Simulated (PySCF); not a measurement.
# CH6OSn (SMILES C[O][SnH3]): a chain of runs

Wanted: a saddle-point search (HF/cc-pVDZ-PP), then the harmonic vibrations, then a single-point energy, then the energy (CCSD(T)/ma-def2-SVP), then a single-point energy of CH6OSn. The job is set up through a Python script.

The results are computed with PySCF 2.14.0.

### 1 The structure to begin with

CH6OSn: 9 atoms, total charge 0, spin state singlet. SMILES: `C[O][SnH3]`. The run starts from this shape.

Bond lengths: C1–O2 1.402 Å, O2–Sn3 1.967 Å, C1–H5 1.100 Å, C1–H6 1.100 Å, Sn3–H7 1.709 Å, Sn3–H8 1.698 Å, Sn3–H9 1.709 Å. Angles: C1–O2–Sn3 119.0°, O2–C1–H5 112.6°, O2–C1–H6 112.6°, O2–Sn3–H7 107.4°, O2–Sn3–H8 103.8°, O2–Sn3–H9 107.4°, H5–C1–H6 107.8°, H7–Sn3–H8 113.3°, H7–Sn3–H9 110.9°, H8–Sn3–H9 113.3°. A long bond or contact: C1–H4 1.313 Å.

### 2 A transition-state search at HF/cc-pVDZ-PP (density fitting, core potential) (run 1)

File job.py:

```python
from pyscf import gto, scf
from pyscf import df
from pyscf.geomopt.geometric_solver import kernel as optimise

mol = gto.M(
    atom='''
C   -0.533200   0.917600  -0.990200
O   -0.721100  -0.364900  -0.454600
Sn   0.487800  -0.993700   0.964600
H   -1.489811   0.118397  -1.403260
H    0.451500   1.037700  -1.465400
H   -0.642000   1.711200  -0.236400
H    2.074800  -0.974500   0.329600
H   -0.077200  -2.556000   1.316300
H    0.341900   0.090800   2.277900
''',
    basis={'default': 'cc-pvdz-pp', 'C': 'cc-pvdz', 'O': 'cc-pvdz', 'H': 'cc-pvdz'},
    charge=0,
    ecp={'Sn': 'cc-pvdz-pp'},
    spin=0,
    verbose=3,
    max_memory=1860,
)

mf = scf.RHF(mol)
mf = mf.density_fit(auxbasis=df.aug_etb(mol, beta=2.0))
converged, mol_eq = optimise(mf, maxsteps=60, transition=True, hessian=True)
print('converged:', converged)
print(mol_eq.tostring())

mf.reset(mol_eq)
mol = mol_eq
mf.kernel()
e_final = mf.e_tot
print('E(%s) = %.9f' % ('HF', e_final))
```

Launch:

```
OMP_NUM_THREADS=1 python job.py
```

What it wrote:

```text
converged SCF energy = -329.397559078899

[... 49 lines left out ...]
> Will converge when all 5 criteria are reached:
[... 38 lines left out ...]
Free energy contributions calculated at @ 300.00 K:
[... 43 lines left out ...]
converged SCF energy = -329.398453967467
[... 109 lines left out ...]
converged SCF energy = -329.392624172449
[... 109 lines left out ...]
converged SCF energy = -329.386472607951
[... 100 lines left out ...]
Converged! =D
[... 1 line left out ...]
converged: True
C          -0.70956591        1.17796033       -1.29052146
O          -0.50456019       -0.23320388       -0.33364922
Sn          0.54504487       -1.12635782        1.08867673
[... 5 lines of this table left out ...]
H           0.40679895       -0.14022524        2.47079211
converged SCF energy = -329.38667949826
E(HF) = -329.386679498
```

Wall time 98 s (1 thread of Arm Neoverse V1, shared host); peak memory 0.66 GiB.

Step by step:

```csv
step,energy from the first frame kept (eV),largest force (eV/Å)
0,0.0000,5.6179
1,-0.0127,5.5653
2,-0.0244,5.4867
3,-0.0286,5.3611
4,-0.0119,5.1465
5,0.0258,4.8653
6,0.0759,4.5153
7,0.1343,4.0779
8,0.1964,3.5130
9,0.2545,2.8001
10,0.2992,1.8972
11,0.3115,1.0280
12,0.3017,0.3184
13,0.2973,0.0986
14,0.2961,0.0260
15,0.2961,0.0093
16,0.2960,0.0049
```

After the run. Bond lengths: O2–Sn3 1.981 Å, O2–H4 1.074 Å, C1–H5 1.090 Å, C1–H6 1.090 Å, Sn3–H7 1.703 Å, Sn3–H8 1.702 Å, Sn3–H9 1.703 Å. Angles: O2–Sn3–H7 106.2°, O2–Sn3–H8 105.9°, O2–Sn3–H9 106.2°, Sn3–O2–H4 161.5°, H7–Sn3–H8 112.8°, H7–Sn3–H9 112.3°, H8–Sn3–H9 112.8°, H5–C1–H6 110.7°.

### 3 The harmonic vibrations at HF/cc-pVDZ-PP (density fitting, core potential) (run 2)

File input.py:

```python
import numpy
from pyscf import gto, scf, symm
from pyscf import df
from pyscf.hessian import thermo

mol = gto.M(
    atom='''
C     -1.028175     1.990509    -2.005854
O     -0.823169     0.579345    -1.048982
Sn     0.226436    -0.313809     0.373344
H     -1.561223     0.761899    -1.807897
H     -0.056896     2.088123    -2.493628
H     -1.161306     2.767067    -1.255541
H      1.828226    -0.399354    -0.198791
H     -0.483798    -1.846488     0.582560
H      0.084860     0.672393     1.755591
''',
    basis={'default': 'cc-pvdz-pp', 'C': 'cc-pvdz', 'O': 'cc-pvdz', 'H': 'cc-pvdz'},
    spin=0,
    max_memory=1860,
    verbose=3,
    ecp={'Sn': 'cc-pvdz-pp'},
)

mf = scf.RHF(mol)
mf = mf.density_fit(auxbasis=df.aug_etb(mol, beta=2.0))
mf.kernel()

energy = mf.e_tot
print('E = %.10f Eh' % energy)
hess = mf.Hessian().kernel()
modes = thermo.harmonic_analysis(mol, hess)
print('frequencies (1/cm)', numpy.round(modes['freq_wavenumber'], 1))
symm.geom.TOLERANCE = 1e-3  # for the symmetry number
th = thermo.thermo(mf, modes['freq_au'], 200, 101325)
thermo.dump_thermo(mol, th)
```

Launch:

```
OMP_NUM_THREADS=1 python input.py
```

What it wrote:

```text
converged SCF energy = -329.386675548391
E = -329.3866755484 Eh
frequencies (1/cm) [   0. +1628.5j    0.  +200.6j   19.1   +0.j    97.8   +0.j
  398.3   +0.j   543.5   +0.j   563.8   +0.j   627.9   +0.j
  770.2   +0.j   776.3   +0.j   800.3   +0.j   906.3   +0.j
 1071.1   +0.j  1245.    +0.j  1499.6   +0.j  2038.9   +0.j
 2044.2   +0.j  2060.    +0.j  2626.8   +0.j  3230.6   +0.j
 3330.    +0.j ]
temperature 200.0000 [K]
pressure 101325.00 [Pa]
Rotational constants [GHz] 33.43051 2.45195 2.40749
Symmetry number 1
Zero-point energy (ZPE) 0.05616 [Eh]   147437.451 [J/mol]
                           tot       elec      trans        rot        vib
Entropy [J/mol/K]       303.329      0.000    163.165     99.212     40.951
Cv [J/mol/K]             56.317      0.000     12.472     12.472     31.374
Cp [J/mol/K]             64.632      0.000     20.786     12.472     31.374
Internal energy [J/mol]                      2494.338   2494.338 150882.672
Internal energy [Eh]   -329.32731  -329.38668
Enthalpy [J/mol]                             4157.230   2494.338 150882.672
Enthalpy [Eh]          -329.32667
Gibbs free energy [J/mol]                  -28475.865 -17348.018 142692.394
Gibbs free energy [Eh] -329.34978
```

Run time: 56 s. Hardware: 1 thread of Arm Neoverse V1, shared host; peak memory 0.64 GiB.

### 4 A single-point energy at HF/cc-pVDZ-PP (density fitting, core potential) (run 4)

File job.py:

```python
from pyscf import gto
from pyscf import df

molecule = gto.Mole()
molecule.atom = '''
C     -0.533200     0.917600    -0.990200
O     -0.721100    -0.364900    -0.454600
Sn     0.487800    -0.993700     0.964600
H     -1.293900     1.085300    -1.758800
H      0.451500     1.037700    -1.465400
H     -0.642000     1.711200    -0.236400
H      2.074800    -0.974500     0.329600
H     -0.077200    -2.556000     1.316300
H      0.341900     0.090800     2.277900
'''
molecule.max_memory = 1860
molecule.verbose = 3
molecule.ecp = {'Sn': 'cc-pvdz-pp'}
molecule.basis = {'default': 'cc-pvdz-pp', 'C': 'cc-pvdz', 'O': 'cc-pvdz', 'H': 'cc-pvdz'}
molecule.build()

mf = molecule.RHF()
mf = mf.density_fit(auxbasis=df.aug_etb(molecule, beta=2.0))
mf.kernel()

e_tot = mf.e_tot
print(f'total energy: {e_tot:.8f} hartree')
```

Launch:

```
OMP_NUM_THREADS=1 python job.py
```

What it wrote:

```text
converged SCF energy = -329.537680544417
total energy: -329.53768054 hartree
```

It took 1.6 s on 1 thread of Arm Neoverse V1, shared host; peak memory 0.15 GiB.

### 5 A single-point energy at CCSD(T)/ma-def2-SVP (core potential) (run 5)

File calc.py:

```python
from pyscf import gto, cc

mol = gto.Mole()
mol.atom = '''
C   -0.709566   1.177960  -1.290521
O   -0.504560  -0.233204  -0.333649
Sn   0.545045  -1.126358   1.088677
H   -1.242614  -0.050650  -1.092564
H    0.260497   1.276322  -1.776932
H   -0.843913   1.955266  -0.538845
H    2.146178  -1.213477   0.513678
H   -0.165189  -2.659037   1.297893
H    0.406799  -0.140225   2.470792
'''
mol.basis = 'ma-def2-svp'
mol.charge = 0
mol.verbose = 4
mol.ecp = {'Sn': 'def2-svp'}
mol.max_memory = 1860
mol.build()

hf = mol.RHF()
hf.kernel()

mycc = cc.CCSD(hf, frozen=6)
mycc.kernel()
e_t = mycc.ccsd_t()
e_tot = mycc.e_tot + e_t
print('E(%s) = %.9f' % ('CCSD(T)', e_tot))
```

Launch:

```
OMP_NUM_THREADS=1 python calc.py
```

What it wrote:

```text
PySCF version 2.14.0

[... 67 lines left out ...]
converged SCF energy = -329.271275939614
[... 12 lines left out ...]
Init t2, MP2 energy = -329.694219383263  E_corr(MP2) -0.422943443648591
[... 14 lines left out ...]
CCSD converged
[... 2 lines left out ...]
E(CCSD(T)) = -329.745326861
```

Wall time 33 s (1 thread of Arm Neoverse V1, shared host); peak memory 0.38 GiB.

### 6 The energy at CCSD(T)/ma-def2-SVP (core potential) (run 6)

File run.py:

```python
from pyscf import gto, scf, cc

molecule = gto.M(
    atom='''
C     -0.533200     0.917600    -0.990200
O     -0.721100    -0.364900    -0.454600
Sn     0.487800    -0.993700     0.964600
H     -1.293900     1.085300    -1.758800
H      0.451500     1.037700    -1.465400
H     -0.642000     1.711200    -0.236400
H      2.074800    -0.974500     0.329600
H     -0.077200    -2.556000     1.316300
H      0.341900     0.090800     2.277900
''',
    ecp={'Sn': 'def2-svp'},
    verbose=4,
    basis='ma-def2-svp',
    symmetry=True,
    max_memory=1860,
)

mf = scf.RHF(molecule)
mf.kernel()

mycc = cc.CCSD(mf, frozen=6)
mycc.kernel()
e_t = mycc.ccsd_t()
energy = mycc.e_tot + e_t
print('E = %.10f Eh' % energy)
```

Launch:

```
OMP_NUM_THREADS=1 python run.py
```

What it wrote:

```text
PySCF version 2.14.0

[... 69 lines left out ...]
converged SCF energy = -329.434637527756
[... 12 lines left out ...]
Init t2, MP2 energy = -329.849027281196  E_corr(MP2) -0.41438975344024
[... 13 lines left out ...]
CCSD converged
[... 2 lines left out ...]
E = -329.8986700564 Eh
```

It took 42 s on 1 thread of Arm Neoverse V1, shared host; peak memory 0.38 GiB.

### 7 Summary of results

| quantity | value |
| --- | --- |
| run 1, HF/cc-pVDZ-PP: total energy at the end | -329.38668 Eh |
| run 1, HF/cc-pVDZ-PP: dipole moment | 2.96 D |
| run 1, HF/cc-pVDZ-PP: HOMO energy | -8.89 eV |
| run 1, HF/cc-pVDZ-PP: LUMO energy | 2.40 eV |
| run 1, HF/cc-pVDZ-PP: HOMO–LUMO gap | 11.29 eV |
| run 2, HF/cc-pVDZ-PP: lowest harmonic wavenumber | 1628i cm⁻¹ (imaginary) |
| run 2, HF/cc-pVDZ-PP: highest harmonic wavenumber | 3330 cm⁻¹ |
| run 4, HF/cc-pVDZ-PP: total energy | -329.53768 Eh |
| run 4, HF/cc-pVDZ-PP: dipole moment | 1.74 D |
| run 4, HF/cc-pVDZ-PP: HOMO energy | -11.25 eV |
| run 4, HF/cc-pVDZ-PP: LUMO energy | 2.93 eV |
| run 4, HF/cc-pVDZ-PP: HOMO–LUMO gap | 14.18 eV |
| run 5, CCSD(T)/ma-def2-SVP: total energy | -329.74533 Eh |
| run 5, CCSD(T)/ma-def2-SVP: dipole moment (Hartree–Fock density) | 3.26 D |
| run 5, CCSD(T)/ma-def2-SVP: HOMO energy (Hartree–Fock orbitals) | -9.09 eV |
| run 5, CCSD(T)/ma-def2-SVP: LUMO energy (Hartree–Fock orbitals) | 0.98 eV |
| run 5, CCSD(T)/ma-def2-SVP: HOMO–LUMO gap (Hartree–Fock orbitals) | 10.07 eV |
| run 5, CCSD(T)/ma-def2-SVP: correlation energy (6 core orbitals frozen) | -474.1 mEh |
| run 5, CCSD(T)/ma-def2-SVP: (T) correction | -14.44 mEh |
| run 5, CCSD(T)/ma-def2-SVP: T1 diagnostic | 0.016 |
| run 6, CCSD(T)/ma-def2-SVP: total energy | -329.89867 Eh |
| run 6, CCSD(T)/ma-def2-SVP: dipole moment (Hartree–Fock density) | 1.90 D |
| run 6, CCSD(T)/ma-def2-SVP: HOMO energy (Hartree–Fock orbitals) | -11.46 eV |
| run 6, CCSD(T)/ma-def2-SVP: LUMO energy (Hartree–Fock orbitals) | 1.19 eV |
| run 6, CCSD(T)/ma-def2-SVP: HOMO–LUMO gap (Hartree–Fock orbitals) | 12.65 eV |
| run 6, CCSD(T)/ma-def2-SVP: correlation energy (6 core orbitals frozen) | -464.0 mEh |

In words: 2 modes are imaginary (lowest 1628i cm⁻¹): a higher-order saddle point. The triples (run 5, CCSD(T)/ma-def2-SVP) make up 3.0 % of the correlation energy. The triples (run 6, CCSD(T)/ma-def2-SVP) make up 2.6 % of the correlation energy.
